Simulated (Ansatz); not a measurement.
# HI3OZr: the cost of one run

Program: Ansatz 0.2.0, Gaussian basis. Level of theory: the settings change from run to run. These are calculated values, not measurements.

1 further run of the same task is left out (for a known fault of the program). Runs told in other sessions of the task aren't counted.

**1. The geometry**

An earlier PBE0-D4 in a triple-zeta def2 set relaxation fixed the geometry. Zr, I take a core potential in def2 sets; no spin-orbit term is included.

SMILES `[OH][Zr]([I])([I])[I]`, 6 atoms, charge 0, spin multiplicity 1.

Atoms are counted from 1 here; the program's logs count them from 0.

Bond lengths: O1–Zr2 1.871 Å, O1–H6 0.955 Å, Zr2–I3 2.700 Å, Zr2–I4 2.700 Å, Zr2–I5 2.700 Å. Angles: Zr2–O1–H6 179.7°, O1–Zr2–I3 109.1°, O1–Zr2–I4 109.1°, O1–Zr2–I5 109.1°, I3–Zr2–I4 109.9°, I3–Zr2–I5 109.9°, I4–Zr2–I5 109.9°.

**2. rPW86-PBE/x2c-TZVPPall**

This run has multiplicity 3, atoms shaken by 0.15 Å, high accuracy.

Input file in.yaml:

```yaml
crystal:
  periodic: [false, false, false]
  atoms:
    - {symbol: O, position_ang: [-0.485848, -0.003944, 1.611343]}
    - {symbol: Zr, position_ang: [0.119490, 0.168194, -0.382427]}
    - {symbol: I, position_ang: [2.354950, -1.716496, -0.744613]}
    - {symbol: I, position_ang: [-2.439549, -1.043283, -1.461168]}
    - {symbol: I, position_ang: [0.807234, 2.221442, -1.396550]}
    - {symbol: H, position_ang: [-0.467394, 0.077972, 2.561469]}
basis:
  gaussian: {orbitals: x2c-TZVPPall}
magnetization: {spin_polarized: true, initial_magnetization: 2}
hamiltonian: {xc: {name: rPW86-PBE}}
accuracy: high
output: {forces: true}
```

Started as:

```console
$ ansatz run in.yaml --threads 4 --pin off --events-out ev --progress --plain --max-ram 11315MiB
```

Q: Estimate wall time and peak memory on 4 threads of Intel Xeon Platinum 8375C at 2.90GHz, shared host.

About 2.9 min, with a peak of 3.3 GiB.
